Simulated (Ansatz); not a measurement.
# ScGa3P2: what a guessed cell relaxes into

The task: take a trial cell of ScGa3P2 to zero force and stress.

Method: DFT PBE, scalar-relativistic, plane waves, PAW, in Ansatz 0.2.0.

## 1. Starting point

It takes space group P6/mmm (No. 191, hexagonal). Conventional cell: a = 6.015 Å, b = 6.015 Å, c = 3.482 Å, α = 90.00°, β = 90.00°, γ = 120.00°. Sc (site symmetry 6/mmm) has 6 P at 3.47 Å and 12 Ga at 3.48 Å and 2 Sc at 3.48 Å as nearest neighbours. Ga (site symmetry mmm) is surrounded by 4 P at 2.46 Å. P (site symmetry -6m2) has 6 Ga at 2.46 Å and 3 Sc at 3.47 Å as nearest neighbours.

Coordinates:

```
Sc Ga P
1.0
     6.01527    0.00000    0.00000
    -3.00763    5.20937    0.00000
     0.00000    0.00000    3.48159
Sc Ga P
1 3 2
Direct
  0.00000 0.00000 0.00000
  0.50000 0.00000 0.50000
  0.00000 0.50000 0.50000
  0.50000 0.50000 0.50000
  0.66667 0.33333 0.00000
  0.33333 0.66667 0.00000
```

The cell is invented: species swapped into a database cell of NdB2Rh3 (P6/mmm, No. 191), with Sc on the Nd sites, P on the B sites and Ga on the Rh sites. Lengths come from tabulated atomic sizes and are only a guess.

## 2. Probe: one point on a coarse mesh

File input.yaml:

```yaml
crystal:
  lattice:
    - [6.01526578, 0.0, 0.0]
    - [-3.00763289, 5.20937297, 0.0]
    - [0.0, 0.0, 3.4815933]
  atoms:
    - { symbol: Sc, position: [0.0, 0.0, 0.0] }
    - { symbol: Ga, position: [0.5, 0.0, 0.5] }
    - { symbol: Ga, position: [0.0, 0.5, 0.5] }
    - { symbol: Ga, position: [0.5, 0.5, 0.5] }
    - { symbol: P, position: [0.66666667, 0.33333333, 0.0] }
    - { symbol: P, position: [0.33333333, 0.66666667, 0.0] }
basis:
  ecutwfc: 420
kpoints:
  mp_grid: { grid: [3, 3, 6] }
hamiltonian:
  xc: pbe
scf:
  occupations: { method: gaussian, width: 0.1 }
  lower_state_search: "off"
output:
  forces: true
  stress: true
  eigenvalues: true
```

On the command line:

```sh
$ ansatz run input.yaml --threads 1 --pin off --max-ram 2560MiB --backend cpu --events-out ev --progress --plain --runs-dir out
```

Further runs follow: rough relaxation on the coarse mesh; another rough relaxation; spin check on a coarse mesh; relaxation on the finer mesh.

**Question.** What will these runs give? Wanted: conventional cell; volume; energy over the elements, black P; gap on the mesh.

**Answer**, as computed:

| quantity | value |
| --- | --- |
| symmetry at the end (tolerance 0.05 Å) | space group P6/mmm (No. 191) |
| conventional cell | a = 5.249 Å, b = 5.249 Å, c = 4.536 Å, α = 90.00°, β = 90.00°, γ = 120.00° |
| volume | 18.04 Å³/atom |
| energy over the elements, black P | -0.03 eV/atom |
| gap on the mesh | none (metal) |

What this shows: The space group P6/mmm (No. 191) is kept, and the volume per atom shrinks by 0.8 % from the first guess. The formation energy of this structure is too near zero to say whether it is bound against the elements. No finished test with a distortion of lower symmetry is shown, so the end may be a saddle point. Other magnetic orders were not searched.
